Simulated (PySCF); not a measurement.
# C3H6GeO3: the cost of one run

Programs: PySCF 2.14.0, with density-fitted response routines of our own. Each step states its level of theory. These are calculated values for one molecule in the gas phase, unless marked as measured. Atoms are numbered from 0 throughout.

### 1 The molecule as given

13 atoms, charge 0, multiplicity 1; geometry from: GFN2-xTB.

Bonds of the start (Å): C0–Ge1 1.97, Ge1–C2 1.99, C2–O3 1.19, C2–O4 1.39, O4–C5 1.35, C5–O6 1.18, C0–H7 1.09, C0–H8 1.09, C0–H9 1.09, Ge1–H10 1.50, Ge1–H11 1.50, C5–H12 1.11.

### 2 Excited states and response: B3LYP/def2-SVPD

The job: settings as JSON, then the geometry in Å.

```
{"job": {"kind": "uv", "xc": "B3LYP", "basis": "def2-SVPD", "nstates": 8, "ntriplets": 3}, "charge": 0, "multiplicity": 1}
C     -2.042283     0.625912     0.392374
Ge    -1.067351    -0.751919    -0.620789
C      0.777819    -0.878212     0.102721
O      1.277886    -1.729889     0.759569
O      1.421269     0.283463    -0.302149
C      2.673955     0.624498     0.080064
O      3.379838     0.060899     0.844534
H     -1.531864     1.583316     0.314742
H     -2.103466     0.352000     1.443310
H     -3.052179     0.742718     0.008586
H     -1.714904    -2.101256    -0.520559
H     -0.952294    -0.370899    -2.069072
H      2.929185     1.559857    -0.451057
```

With the program's defaults for keys left out, this is: TDDFT B3LYP/def2-SVPD, vertical, gas phase, core orbitals frozen in the response.

Command:

```sh
> OMP_NUM_THREADS=1 python probes_run.py task.json out
```

This one command runs all jobs of the session in turn.

**Question.** How long does this job take on 1 thread of Arm Neoverse N1, shared host, and how much memory does it need?

About 78 s, with a peak of 0.83 GiB.
